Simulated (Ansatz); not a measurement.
# BClH6N2S: the cost of one run

All numbers below are computed with Ansatz 0.2.0 (RKS B3LYP/6-31G*).

## 1. Starting point

Bond lengths: N2–H3 1.060 Å, N2–H4 1.060 Å, B1–N5 1.550 Å, N5–H6 1.060 Å, N5–H7 1.060 Å, B1–Cl8 1.860 Å, B1–S9 2.190 Å, S9–H10 1.400 Å, N2–H11 1.150 Å, S9–H11 1.419 Å. Angles: H3–N2–H4 120.0°, H3–N2–H11 93.0°, H4–N2–H11 94.2°, B1–N5–H6 120.0°, B1–N5–H7 120.0°, H6–N5–H7 120.0°, N5–B1–Cl8 120.0°, N5–B1–S9 114.2°, Cl8–B1–S9 84.6°, B1–S9–H10 109.5°, B1–S9–H11 67.0°, H10–S9–H11 124.2°, N2–H11–S9 138.5°.

As a file:

```xyz
11

B     0.0000    0.0000    0.0000
N     0.0000    0.0000    1.9000
H    -0.8770   -0.2713    2.4300
H     0.8770    0.2713    2.4300
N     1.3423    0.0000   -0.7750
H     1.8089   -0.9179   -1.0268
H     1.7937    0.9179   -1.0532
Cl   -1.6108    0.0000   -0.9300
S    -0.6372    1.9782    0.6906
H    -1.9264    2.2463    0.2151
H    -0.3497    1.0857    1.7562
```

## 2. A restrained relaxation towards end A

Springs on the bonds that form and break draw the guess towards this end; the thresholds are loose.

Input file input.yaml:

```yaml
crystal:
  periodic: [false, false, false]
  atoms:
    - { symbol: B, position_ang: [0.0, 0.0, 0.0] }
    - { symbol: "N", position_ang: [0.0, 0.0, 1.9] }
    - { symbol: H, position_ang: [-0.877, -0.2713, 2.43] }
    - { symbol: H, position_ang: [0.877, 0.2713, 2.43] }
    - { symbol: "N", position_ang: [1.3423, 0.0, -0.775] }
    - { symbol: H, position_ang: [1.8089, -0.9179, -1.0268] }
    - { symbol: H, position_ang: [1.7937, 0.9179, -1.0532] }
    - { symbol: Cl, position_ang: [-1.6108, 0.0, -0.93] }
    - { symbol: S, position_ang: [-0.6372, 1.9782, 0.6906] }
    - { symbol: H, position_ang: [-1.9264, 2.2463, 0.2151] }
    - { symbol: H, position_ang: [-0.3497, 1.0857, 1.7562] }
basis:
  gaussian: { orbitals: "6-31G*" }
hamiltonian:
  xc: b3lyp
relax:
  f_tol: 0.15
  max_steps: 25
  restrain:
    - { distance: [0, 8], at: 3.09, k: 30.0 }
    - { distance: [10, 1], at: 2.26, k: 30.0 }
    - { distance: [0, 1], at: 1.55, k: 30.0 }
    - { distance: [10, 8], at: 1.4, k: 30.0 }
```

Command:

```console
> ansatz run input.yaml --threads 2 --pin off --max-ram 3072MiB --backend cpu --events-out ev --progress --plain --runs-dir out
```

**Question.** How long does this run take on 2 threads of AMD EPYC 7B13 (Zen 3), shared host, and how much memory does it need?

About 37 s, with a peak of 0.23 GiB.
